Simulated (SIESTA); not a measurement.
The system is Mg6SiB.

```
CELL_PARAMETERS angstrom
3.97571 0.00000 0.00000
0.00000 3.89167 4.93801
0.00000 -3.89167 4.93801
ATOMIC_POSITIONS crystal
Si 0.00000 0.94650 0.94650
Mg 0.50000 0.14036 0.14036
Mg 0.50000 0.10223 0.66365
Mg 0.50000 0.66365 0.10223
Mg 0.00000 0.37137 0.37137
Mg 0.00000 0.44420 0.81361
Mg 0.00000 0.81361 0.44420
B 0.50000 0.51809 0.51809
```

The cell comes from a database or a generator and needn't be the stable form of this composition.

```yaml
Program: SIESTA 5.4.2
Task: single point
Functional: PBE
Potentials_or_basis: PseudoDojo 0.4 standard (PBE files)
Basis: DZP (energy shift 0.003 Ry; two zetas on semicore shells)
Grid_cutoff: 800 Ry
Energy_shift: 0.003 Ry
k_mesh: 7 × 5 × 5
Occupations: fermi-dirac, width 0.05 eV
Spin: no spin polarisation
```

On this cell: pressure 2.0 GPa; largest force 0.314 eV/Å; band gap on the k mesh none (metal or under the smearing width).

The same run follows on a disturbed copy (atoms moved at random, drawn with an rms of 0.05 Å):

```
CELL_PARAMETERS angstrom
3.97571 0.00000 0.00000
0.00000 3.89167 4.93801
0.00000 -3.89167 4.93801
ATOMIC_POSITIONS crystal
Si 0.99679 0.94457 0.94263
Mg 0.51819 0.13940 0.14430
Mg 0.50914 0.09967 0.66252
Mg 0.50811 0.66730 0.09590
Mg 0.98415 0.37431 0.37140
Mg 0.00247 0.45283 0.81795
Mg 0.98665 0.81208 0.44778
B 0.51627 0.52422 0.51496
```

Problem. What changes?

Solution. The energy (extrapolated to zero smearing) moves by +10.3 meV/atom; pressure 2.1 GPa; largest force 0.807 eV/Å; band gap on the k mesh none (metal or under the smearing width).

Forces on the atoms (eV/Å):
```
Si   0.497  0.043  0.129
Mg  -0.432  0.091  0.072
Mg  -0.348  0.052 -0.040
Mg  -0.327 -0.136 -0.134
Mg   0.748 -0.032 -0.300
Mg   0.114 -0.194 -0.077
Mg   0.276  0.285  0.146
B   -0.529 -0.095  0.200
```

Stress tensor (GPa, compression positive):
```
 2.24 -0.17 -0.10
-0.17  2.84  0.04
-0.10  0.04  1.09
```

Caveats: the basis of atomic orbitals isn't converged, which shifts pressures, moduli and gaps.
